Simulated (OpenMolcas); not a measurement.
**Cu⁴⁺ among point charges: CASSCF and CASPT2 levels and susceptibility**

How does a field of 6 point charges split the states of Cu⁴⁺, and what χT follows?

Program: OpenMolcas 26.06. Level of theory: state-averaged CASSCF and CASPT2, spin-orbit coupling by RASSI with atomic mean-field integrals. These are calculated values, not measurements, unless marked.

## (1) What is computed

```
Species                           : Cu⁴⁺ (copper, Z = 29, 25 electrons)
Basis                             : ANO-RCC-VDZP [5s4p2d1f], 34 functions
Scalar Hamiltonian                : DKH2, point nucleus
Inactive shells                   : 1s 2s 2p 3s 3p
Active space                      : 7 electrons in 5 orbitals (3d)
Some configurations of this space : 3d7
Orbitals                          : optimised for each spin and parity, averaged over all roots
```

Outer shells as boxes (Hund's rule):

3d7
```
3d [↑↓][↑↓][↑ ][↑ ][↑ ]
```

The ion sits among 6 point charges of -1 e arranged as a trigonal antiprism (D3d), 1.76 Å from the ion, with a polar angle of 48.7° against the regular 54.74°.

Each step is its own input file, run in one work folder so that later steps find the files of earlier ones. Labels, J, g values, rates, χT and fits are worked out afterwards by a script from the matrices that RASSI stores. The input lists half of the charges; inversion (Group=XYZ) makes the rest.

## (2) GATEWAY and SEWARD: basis and integrals

File a.inp:

```
&GATEWAY
Coord
1

Cu 0.0 0.0 0.0
Basis=ANO-RCC-VDZP
Group=XYZ
NoMove
AngMom=0.0 0.0 0.0
AMFI
XField
3 Angstrom 0
0.000000 1.322523 1.161264 -1.000000
1.145338 -0.661261 1.161264 -1.000000
1.145338 0.661261 -1.161264 -1.000000
&SEWARD
```

Launch:

```console
> OMP_NUM_THREADS=1 MOLCAS_MEM=1689 MOLCAS_PROJECT=a pymolcas a.inp > a.log
```

## (3) Reference wave functions, quartets of even parity, 10 roots

File a.inp:

```
&RASSCF
FileOrb=start.orb
Symmetry=1
Spin=4
nActEl=7 0 0
Inactive=3 6
Ras2=5 0
CIRoot=10 10 1
SDav=10
CIMx=300
Iter=120 100
PrWF=0.3
OrbListing=Nothing
MaxOrb=0
>>> COPY $Project.JobIph JOB001
```

start.orb holds the contracted functions of the basis, ordered by shell, or the orbitals of the step before.

## (4) Reference wave functions, doublets of even parity, 40 roots

File a.inp:

```
&RASSCF
FileOrb=start.orb
Symmetry=1
Spin=2
nActEl=7 0 0
Inactive=3 6
Ras2=5 0
CIRoot=40 40 1
SDav=40
CIMx=300
Iter=120 100
PrWF=0.3
OrbListing=Nothing
MaxOrb=0
>>> COPY $Project.JobIph JOB002
```

## (5) State interaction with spin-orbit coupling

File a.inp:

```
&RASSI
NrOfJobIphs=2 10 40
1 2 3 4 5 6 7 8 9 10
1 2 3 4 5 6 7 8 9 10 11 12 13 14 15 16 17 18 19 20 21 22 23 24 25 26 27
28 29 30 31 32 33 34 35 36 37 38 39 40
IphNames
JOB001
JOB002
EJob
SpinOrbit
DIPRint=1.0
SOCoupling=1000.0
Subsets=2
Property=9
'ANGMOM' 1 'ANGMOM' 2 'ANGMOM' 3 'MLTPL  1' 1 'MLTPL  1' 2 'MLTPL  1' 3
'AMFI' 1 'AMFI' 2 'AMFI' 3
SOProperty=3
'ANGMOM' 1 'ANGMOM' 2 'ANGMOM' 3
```

## (6) CASPT2: IPEA 0.25, imaginary shift 0.1 (closed shells correlated: 3s 3p)

File a.inp:

```
>>> COPY JOB001 $Project.JobIph
&CASPT2
Multistate=10 1 2 3 4 5 6 7 8 9 10
NoMult
Frozen=2 3
IPEA=0.25
Imaginary=0.1
MaxIter=60
WThr=0.0 0.3 0.05
PrWF=0.5
NoMix
>>> COPY JOB002 $Project.JobIph
&CASPT2
Multistate=40 1 2 3 4 5 6 7 8 9 10 11 12 13 14 15 16 17 18 19 20 21 22
23 24 25 26 27 28 29 30 31 32 33 34 35 36 37 38 39 40
NoMult
Frozen=2 3
IPEA=0.25
Imaginary=0.1
MaxIter=60
WThr=0.0 0.3 0.05
PrWF=0.5
NoMix
```

(Steps that only read results are left out.)

**Question.** What will these runs give? Wanted: spin-free ground state; first state of the same spin within the active space; lowest level; next level.

As calculated:

```
                                            quantity                                                                        value
                                              method  SS-CASPT2, IPEA 0.25, imaginary shift 0.1 (closed shells correlated: 3s 3p)
                              spin-free ground state                                              4A2, 1-fold in its orbital part
first state of the same spin within the active space                                                               4E at 229 cm⁻¹
                                        lowest level                                            2-fold E1/2, g = 2.68, 2.68, 7.81
                                          next level                                                                    71.1 cm⁻¹
                                         χT at 300 K                                                               5.01 cm³ K/mol
                           effective moment at 300 K                                                                      6.33 μB
```

Cost by method:

| method | time of its own steps | time with the reference |
| --- | --- | --- |
| A. CASSCF | 8.4 s | 8.4 s |
| B. SS-CASPT2, IPEA 0.25, imaginary shift 0.1, +3s 3p | 2.3 s | 11 s |

Times are of one thread on a shared host.

What this shows: The spin-free ground state (4A2) comes to 100 % from free-ion F terms and keeps the highest spin of the shell. χT at 300 K is 5.01, against 1.88 cm³ K/mol for the spin alone, so orbital moment adds to it. An active space of the d shell alone favours high spin; real ions in strong fields can be low spin. CASPT2 does not keep the components of a term degenerate, and the means are used. The field of point charges can differ much from that of real complexes. With metal d orbitals alone active, the gaps between spin states are rough; where two lie within a few thousand cm-1, their order is open. Point charges carry no covalency, so the field is a model and not that of real ligands.
